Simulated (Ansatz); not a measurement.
# AlBrH2N: the cost of one run

Program: Ansatz 0.2.0, Gaussian basis. Level of theory: the settings change from run to run. These are calculated values, not measurements.

### 1 The relaxed structure

An earlier PBE0-D4 in a triple-zeta def2 set relaxation fixed the geometry.

SMILES `[NH2][Al][Br]`, 5 atoms, charge 0, spin multiplicity 2.

Atoms are counted from 1 here; the program's logs count them from 0.

Bond lengths: N1–Al2 1.765 Å, N1–H4 1.009 Å, N1–H5 1.007 Å, Al2–Br3 2.281 Å. Angles: Al2–N1–H4 124.1°, Al2–N1–H5 124.9°, H4–N1–H5 110.9°, N1–Al2–Br3 116.6°.

### 2 CAM-B3LYP/x2c-TZVPPall

Options: atoms shaken by 0.15 Å.

in.yaml

```yaml
crystal:
  periodic: [false, false, false]
  atoms:
    - {symbol: N, position_ang: [-0.450073, 0.456655, -0.383962]}
    - {symbol: Al, position_ang: [0.125365, -1.137962, 0.119956]}
    - {symbol: Br, position_ang: [2.070146, -1.073134, 1.452739]}
    - {symbol: H, position_ang: [-0.299642, 1.363496, 0.077827]}
    - {symbol: H, position_ang: [-1.306999, 0.451861, -0.807860]}
basis:
  gaussian: {orbitals: x2c-TZVPPall}
magnetization: {spin_polarized: true, initial_magnetization: 1}
hamiltonian: {xc: {name: CAM-B3LYP}}
output: {forces: true}
```

Launch:

```sh
> ansatz run in.yaml --threads 2 --pin off --events-out ev --progress --plain --max-ram 32768MiB --backend cpu
```

**Question.** How long does this run take on 2 threads of AMD EPYC 7R13, shared host, and how much memory does it need?

About 5 s, with a peak of 0.53 GiB.
